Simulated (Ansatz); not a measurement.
# FH₉O₃Si₃Sn: small, medium and large basis sets

Aim: see how fast density functionals converge with the basis set for FH₉O₃Si₃Sn.

Method: one geometry, several basis sets; program: Ansatz 0.2.0, Gaussian basis.

Plan: PBE0-D4/def2-SVP; ωB97M-V/def2-SVP; PBE0-D4/def2-QZVPP; ωB97M-V/def2-QZVPP; the functionals' def2-TZVPP values are taken from earlier runs.

## Step 1: The relaxed structure

The geometry comes from an earlier relaxation with PBE0-D4 in a triple-zeta def2 set; it is a stationary point, not always the lowest conformer. Sn takes the def2 core potential; no spin-orbit term is included.

SMILES `[F][Sn]([O][SiH3])([O][SiH3])[O][SiH3]`, 17 atoms, charge 0, spin multiplicity 1.

Atoms are counted from 1 here; the program's logs count them from 0.

Bond lengths: F1–Sn2 1.898 Å, Sn2–O3 1.913 Å, Sn2–O5 1.917 Å, Sn2–O7 1.909 Å, O3–Si4 1.648 Å, Si4–H9 1.485 Å, Si4–H10 1.483 Å, Si4–H11 1.487 Å, O5–Si6 1.647 Å, Si6–H12 1.489 Å, Si6–H13 1.484 Å, Si6–H14 1.483 Å, O7–Si8 1.648 Å, Si8–H15 1.486 Å, Si8–H16 1.482 Å, Si8–H17 1.486 Å. Angles: F1–Sn2–O3 107.2°, F1–Sn2–O5 109.0°, F1–Sn2–O7 109.1°, O3–Sn2–O5 111.8°, O3–Sn2–O7 110.8°, O5–Sn2–O7 108.8°, Sn2–O3–Si4 136.1°, O3–Si4–H9 110.5°, O3–Si4–H10 107.1°, O3–Si4–H11 110.4°, H9–Si4–H10 109.9°, H9–Si4–H11 109.1°, H10–Si4–H11 109.8°, Sn2–O5–Si6 135.3°, O5–Si6–H12 110.2°, O5–Si6–H13 109.1°, O5–Si6–H14 109.0°, H12–Si6–H13 109.2° and more.

Coordinates:

```xyz
17
FH9O3Si3Sn
F     1.3582   -1.4558   -1.3738
Sn    0.2765   -0.1017   -0.6000
O    -1.5182   -0.7639   -0.5595
Si   -2.2440   -2.2351   -0.7144
O     0.9303    0.2913    1.1588
Si    0.8408   -0.4388    2.6321
O     0.3932    1.4773   -1.6657
Si    1.0788    2.9648   -1.4830
H    -2.2105   -2.6861   -2.1289
H    -3.6494   -2.0776   -0.2683
H    -1.5571   -3.2450    0.1334
H     0.1323   -1.7432    2.5177
H     0.0970    0.4415    3.5674
H     2.2146   -0.6659    3.1435
H     2.5253    2.8381   -1.1661
H     0.9031    3.6861   -2.7661
H     0.4100    3.7133   -0.3872
```

## Step 2: PBE0-D4 in def2-SVP

The input, in.yaml:

```yaml
crystal:
  periodic: [false, false, false]
  atoms:
    - {symbol: F, position_ang: [1.358201, -1.455787, -1.373760]}
    - {symbol: Sn, position_ang: [0.276473, -0.101674, -0.600033]}
    - {symbol: O, position_ang: [-1.518216, -0.763851, -0.559472]}
    - {symbol: Si, position_ang: [-2.244030, -2.235121, -0.714390]}
    - {symbol: O, position_ang: [0.930316, 0.291306, 1.158777]}
    - {symbol: Si, position_ang: [0.840786, -0.438824, 2.632116]}
    - {symbol: O, position_ang: [0.393184, 1.477323, -1.665665]}
    - {symbol: Si, position_ang: [1.078788, 2.964847, -1.482954]}
    - {symbol: H, position_ang: [-2.210503, -2.686143, -2.128903]}
    - {symbol: H, position_ang: [-3.649361, -2.077636, -0.268268]}
    - {symbol: H, position_ang: [-1.557112, -3.245031, 0.133437]}
    - {symbol: H, position_ang: [0.132341, -1.743179, 2.517729]}
    - {symbol: H, position_ang: [0.097003, 0.441514, 3.567358]}
    - {symbol: H, position_ang: [2.214642, -0.665869, 3.143498]}
    - {symbol: H, position_ang: [2.525288, 2.838145, -1.166103]}
    - {symbol: H, position_ang: [0.903107, 3.686093, -2.766076]}
    - {symbol: H, position_ang: [0.409990, 3.713285, -0.387190]}
basis:
  gaussian: {orbitals: def2-SVP}
hamiltonian: {xc: pbe0, dispersion: d4}
output: {orbitals: {seedname: orbitals}}
```

Command:

```bash
$ ansatz run in.yaml --threads 4 --pin off --events-out ev --progress --plain --max-ram 66560MiB --backend cpu
```

The runs that follow: ωB97M-V in def2-SVP; PBE0-D4 in def2-QZVPP; ωB97M-V in def2-QZVPP.

Before running them: what should the planned runs give, taken together? Wanted: PBE0-D4: double and triple zeta above quadruple; ωB97M-V: double and triple zeta above quadruple.

As calculated:

| quantity | value |
| --- | --- |
| PBE0-D4: double and triple zeta above quadruple | 22.03, 1.48 eV |
| ωB97M-V: double and triple zeta above quadruple | 22.19, 1.36 eV |

What this shows: PBE0-D4 gains 20.55 eV from double to triple zeta, then 1.48 eV more. These are total energies; as a rule much of such shifts cancels in differences, which this series doesn't test.
